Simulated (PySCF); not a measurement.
# TaSF3: NMR shieldings

What do calculations give for the NMR shieldings of TaSF3 (`[F][Ta]([F])([F])=[S]`)?

Computed with PySCF 2.14.0 and routines of our own; the level stands in each step. Atoms count from 0.

### Step 1. The system as given

5 atoms, charge 0, multiplicity 1; geometry from: GFN2-xTB.

### Step 2. NMR shieldings: PBE/pcSseg-1 Ta:us-x2c-TZVPall-2c, spin–orbit

Job settings and geometry (Å):

```
{"job": {"kind": "hnmr", "xc": "PBE", "basis": {"default": "pcSseg-1", "Ta": "us-x2c-TZVPall-2c"}, "rel": "so"}, "charge": 0, "multiplicity": 1}
Ta     0.000190     0.000920    -0.232280
S      0.011700    -0.018780     2.005450
F      1.809760     0.011980    -0.596790
F     -0.912900     1.569790    -0.577650
F     -0.908740    -1.563900    -0.598740
```

Method: PBE/pcSseg-1 Ta:us-x2c-TZVPall-2c GIAO NMR shielding, X2C with spin-orbit coupling, screened-nuclear two-electron part, Gaussian nuclei, gas phase.

Started as:

```bash
OMP_NUM_THREADS=1 python heavy_run.py task.json out
```

The driver reads the jobs from task.json and runs them one after another.

Log:

```text
spin-free SCF
coarse grid: 31096 points
cycle   1  E = -16303.8930740714  dE = -5.839e-02  |g| = 1.649e+00  |ddm| = 2.047e+01
cycle   2  E = -16296.2084756204  dE =  7.685e+00  |g| = 6.226e+00  |ddm| = 4.520e+00
cycle   3  E = -16304.0817388311  dE = -7.873e+00  |g| = 9.123e-01  |ddm| = 4.197e+00
cycle   4  E = -16303.1134625415  dE =  9.683e-01  |g| = 2.069e+00  |ddm| = 2.174e+00
cycle   5  E = -16304.2609836236  dE = -1.148e+00  |g| = 2.195e-01  |ddm| = 1.467e+00
cycle   6  E = -16304.2546405629  dE =  6.343e-03  |g| = 2.186e-01  |ddm| = 1.859e-01
cycle   7  E = -16304.2681245910  dE = -1.348e-02  |g| = 4.302e-02  |ddm| = 1.557e-01
cycle   8  E = -16304.2686112902  dE = -4.867e-04  |g| = 1.484e-02  |ddm| = 3.551e-02
cycle   9  E = -16304.2686481591  dE = -3.687e-05  |g| = 4.220e-03  |ddm| = 1.012e-02
cycle  10  E = -16304.2686506725  dE = -2.513e-06  |g| = 1.381e-03  |ddm| = 3.792e-03
final grid: 62112 points
cycle  11  E = -16304.2506548528  dE = -7.651e-06  |g| = 7.019e-03  |ddm| = 7.920e-03
cycle  12  E = -16304.2503295022  dE =  3.254e-04  |g| = 3.496e-02  |ddm| = 3.707e-02
cycle  13  E = -16304.2506681713  dE = -3.387e-04  |g| = 1.083e-03  |ddm| = 3.085e-02
cycle  14  E = -16304.2506683129  dE = -1.416e-07  |g| = 5.861e-04  |ddm| = 9.757e-04
cycle  15  E = -16304.2506683727  dE = -5.975e-08  |g| = 1.873e-04  |ddm| = 5.496e-04
cycle  16  E = -16304.2506683824  dE = -9.728e-09  |g| = 3.324e-05  |ddm| = 1.963e-04
converged SCF energy = -16304.2506683824
two-component SCF
cycle   1  E = -16297.5278038755  dE = -1.630e+04  |FDS-SDF| = 2.997e+02
cycle   2  E = -16315.0739443789  dE = -1.755e+01  |FDS-SDF| = 5.355e-01
cycle   3  E = -16315.0734768679  dE =  4.675e-04  |FDS-SDF| = 1.002e-01
cycle   4  E = -16315.0598921904  dE =  1.358e-02  |FDS-SDF| = 2.464e-01
cycle   5  E = -16315.0724015108  dE = -1.251e-02  |FDS-SDF| = 7.549e-02
cycle   6  E = -16315.0740938691  dE = -1.692e-03  |FDS-SDF| = 2.134e-02
cycle   7  E = -16315.0741969285  dE = -1.031e-04  |FDS-SDF| = 6.106e-03
cycle   8  E = -16315.0742055846  dE = -8.656e-06  |FDS-SDF| = 9.451e-04
cycle   9  E = -16315.0742057533  dE = -1.687e-07  |FDS-SDF| = 1.469e-04
cycle  10  E = -16315.0742057596  dE = -6.370e-09  |FDS-SDF| = 3.877e-05
converged, E = -16315.0742057596

Field gradients (au) and densities at the nuclei (bohr^-3)
atom        Vxx        Vyy        Vzz        centre      nuclear mean
  0 Ta    -1.2728    -1.4122     2.6850    1282844.356    1215084.642
  1 S     -0.1400    -0.1573     0.2972       2352.414       2352.376
  2 F     -0.1535    -0.4043     0.5578        407.137        407.136
  3 F     -0.1587    -0.4049     0.5636        407.137        407.136
  4 F     -0.1547    -0.4046     0.5593        407.138        407.137
without picture change
  0 Ta                           3.5134                   3303712.847

Core orbital energies (eV)
atom   shell        mean    spread
  0 Ta 1s       -67133.415   0.000
  0 Ta 2s       -11534.201   0.000
  0 Ta 3s        -2643.704   0.000
  0 Ta 4s         -539.661   0.000
  0 Ta 5s          -74.719   0.000
  0 Ta 2p1/2    -11021.280   0.000
  0 Ta 2p3/2     -9758.183   0.005
  0 Ta 3p1/2     -2416.520   0.000
  0 Ta 3p3/2     -2143.985   0.008
  0 Ta 4p1/2      -446.055   0.000
  0 Ta 4p3/2      -383.286   0.035
  0 Ta 5p1/2       -47.757   0.000
  0 Ta 5p3/2       -39.227   0.306
  0 Ta 3d3/2     -1761.278   0.005
  0 Ta 3d5/2     -1702.181   0.007
  0 Ta 4d3/2      -229.681   0.040
  0 Ta 4d5/2      -218.101   0.054
  0 Ta 4f5/2       -27.002   0.095
  0 Ta 4f7/2       -25.072   0.112
  1 S  1s        -2403.391   0.000
  1 S  2s         -210.010   0.000
  1 S  3s          -17.262   0.000
  1 S  2p1/2      -155.727   0.000
  1 S  2p3/2      -154.509   0.036

vertical triplet (scalar unrestricted SCF): 3.507 eV

Shielding tensors (ppm)
atom      isotropic    diamagn.    paramagn.     s11        s22        s33       span
  0 Ta     5045.77     7643.71    -2597.95    4179.67    4190.93    6766.71    2587.04
  1 S      -400.18     1036.64    -1436.82    -905.45    -894.45     599.37    1504.82
  2 F         9.57      472.12     -462.55    -206.68       2.51     232.87     439.56
  3 F        10.57      472.10     -461.53    -204.83       2.82     233.74     438.57
  4 F         9.85      472.11     -462.26    -206.18       2.66     233.06     439.24
```

Wall time 71 s (1 thread of Intel Xeon Platinum 8375C at 2.90GHz, shared host); peak memory 0.97 GiB.

From this job:

```
                       quantity        value
energy from spin-orbit coupling  -10.8235 Eh
```

### Step 3. NMR shieldings: PBE/pcSseg-1 Ta:us-x2c-TZVPall-2c, spin-free

Job settings and geometry (Å):

```
{"job": {"kind": "hnmr", "xc": "PBE", "basis": {"default": "pcSseg-1", "Ta": "us-x2c-TZVPall-2c"}, "rel": "sf"}, "charge": 0, "multiplicity": 1}
Ta     0.000190     0.000920    -0.232280
S      0.011700    -0.018780     2.005450
F      1.809760     0.011980    -0.596790
F     -0.912900     1.569790    -0.577650
F     -0.908740    -1.563900    -0.598740
```

Level: PBE/pcSseg-1 Ta:us-x2c-TZVPall-2c GIAO NMR shielding, spin-free X2C, Gaussian nuclei, gas phase.

Log:

```text
spin-free SCF
coarse grid: 31096 points
cycle   1  E = -16303.8930740714  dE = -5.839e-02  |g| = 1.649e+00  |ddm| = 2.047e+01
cycle   2  E = -16296.2084756204  dE =  7.685e+00  |g| = 6.226e+00  |ddm| = 4.520e+00
cycle   3  E = -16304.0817388311  dE = -7.873e+00  |g| = 9.123e-01  |ddm| = 4.197e+00
cycle   4  E = -16303.1134625415  dE =  9.683e-01  |g| = 2.069e+00  |ddm| = 2.174e+00
cycle   5  E = -16304.2609836236  dE = -1.148e+00  |g| = 2.195e-01  |ddm| = 1.467e+00
cycle   6  E = -16304.2546405629  dE =  6.343e-03  |g| = 2.186e-01  |ddm| = 1.859e-01
cycle   7  E = -16304.2681245910  dE = -1.348e-02  |g| = 4.302e-02  |ddm| = 1.557e-01
cycle   8  E = -16304.2686112902  dE = -4.867e-04  |g| = 1.484e-02  |ddm| = 3.551e-02
cycle   9  E = -16304.2686481591  dE = -3.687e-05  |g| = 4.220e-03  |ddm| = 1.012e-02
cycle  10  E = -16304.2686506725  dE = -2.513e-06  |g| = 1.381e-03  |ddm| = 3.792e-03
final grid: 62112 points
cycle  11  E = -16304.2506548528  dE = -7.651e-06  |g| = 7.019e-03  |ddm| = 7.920e-03
cycle  12  E = -16304.2503295022  dE =  3.254e-04  |g| = 3.496e-02  |ddm| = 3.707e-02
cycle  13  E = -16304.2506681713  dE = -3.387e-04  |g| = 1.083e-03  |ddm| = 3.085e-02
cycle  14  E = -16304.2506683129  dE = -1.416e-07  |g| = 5.861e-04  |ddm| = 9.757e-04
cycle  15  E = -16304.2506683727  dE = -5.975e-08  |g| = 1.873e-04  |ddm| = 5.496e-04
cycle  16  E = -16304.2506683824  dE = -9.728e-09  |g| = 3.324e-05  |ddm| = 1.963e-04
converged SCF energy = -16304.2506683824
check of the scalar solution
cycle   1  E = -16304.2506683824  dE = -1.630e+04  |FDS-SDF| = 9.267e+00
cycle   2  E = -16304.2516796882  dE = -1.011e-03  |FDS-SDF| = 8.244e-03
cycle   3  E = -16304.2516795356  dE =  1.525e-07  |FDS-SDF| = 7.428e-04
cycle   4  E = -16304.2516759615  dE =  3.574e-06  |FDS-SDF| = 3.625e-03
cycle   5  E = -16304.2516796926  dE = -3.731e-06  |FDS-SDF| = 1.243e-04
cycle   6  E = -16304.2516796951  dE = -2.492e-09  |FDS-SDF| = 1.705e-05
converged, E = -16304.2516796951

Field gradients (au) and densities at the nuclei (bohr^-3)
atom        Vxx        Vyy        Vzz        centre      nuclear mean
  0 Ta    -1.2277    -1.3627     2.5904    1277040.537    1209362.007
  1 S     -0.1366    -0.1538     0.2904       2352.423       2352.385
  2 F     -0.1488    -0.3986     0.5474        407.136        407.135
  3 F     -0.1540    -0.3993     0.5533        407.136        407.135
  4 F     -0.1500    -0.3990     0.5490        407.136        407.135
without picture change
  0 Ta                           3.6165                   3304140.275

Core orbital energies (eV)
atom   shell        mean    spread
  0 Ta 1s       -67145.785   0.000
  0 Ta 2s       -11536.991   0.000
  0 Ta 3s        -2644.550   0.000
  0 Ta 4s         -539.894   0.000
  0 Ta 5s          -74.768   0.000
  0 Ta 2p       -10143.868   0.007
  0 Ta 3p        -2227.903   0.011
  0 Ta 4p         -402.534   0.050
  0 Ta 5p          -41.809   0.413
  0 Ta 3d        -1726.145   0.007
  0 Ta 4d         -222.798   0.062
  0 Ta 4f          -25.982   0.132
  1 S  1s        -2403.381   0.000
  1 S  2s         -210.001   0.000
  1 S  3s          -17.256   0.000
  1 S  2p         -154.905   0.054

Shielding tensors (ppm)
atom      isotropic    diamagn.    paramagn.     s11        s22        s33       span
  0 Ta     2079.80     8727.75    -6647.96    1320.60    1326.27    3592.53    2271.93
  1 S      -378.53     1051.52    -1430.06    -866.28    -855.31     585.98    1452.26
  2 F        11.10      472.07     -460.98    -195.50       8.32     220.47     415.97
  3 F        11.99      472.06     -460.07    -193.83       8.45     221.34     415.17
  4 F        11.35      472.07     -460.73    -195.06       8.42     220.68     415.73
```

Wall time 23 s (1 thread of Intel Xeon Platinum 8375C at 2.90GHz, shared host); peak memory 0.84 GiB.

### Step 4. Shieldings side by side

```
                                                  run     Ta0      S1    F2    F4    F3  time
step 2, PBE/pcSseg-1 Ta:us-x2c-TZVPall-2c, spin–orbit  5045.8  -400.2   9.6   9.8  10.6  71 s
 step 3, PBE/pcSseg-1 Ta:us-x2c-TZVPall-2c, spin-free  2079.8  -378.5  11.1  11.3  12.0  23 s
```

### Step 5. Results

```
                                                                               quantity                                                 value
energy from spin-orbit coupling (step 2, PBE/pcSseg-1 Ta:us-x2c-TZVPall-2c, spin–orbit)                                           -10.8235 Eh
                     shieldings (step 2, PBE/pcSseg-1 Ta:us-x2c-TZVPall-2c, spin–orbit)    Ta0 5045.8, S1 -400.2, F2 9.6, F3 10.6, F4 9.8 ppm
                      shieldings (step 3, PBE/pcSseg-1 Ta:us-x2c-TZVPall-2c, spin-free)  Ta0 2079.8, S1 -378.5, F2 11.1, F3 12.0, F4 11.3 ppm
```

A contracted two-component basis is stiff near heavy nuclei, so the absolute shieldings of the heavy atoms from it are rough. In step 2, Ta0 has the widest tensor, 2587 ppm. Ta0 moves most between the runs, by 2966 ppm; the labels say what changes from run to run. The geometry comes from tight binding, which is rough for metal atoms, and these values hang on it.
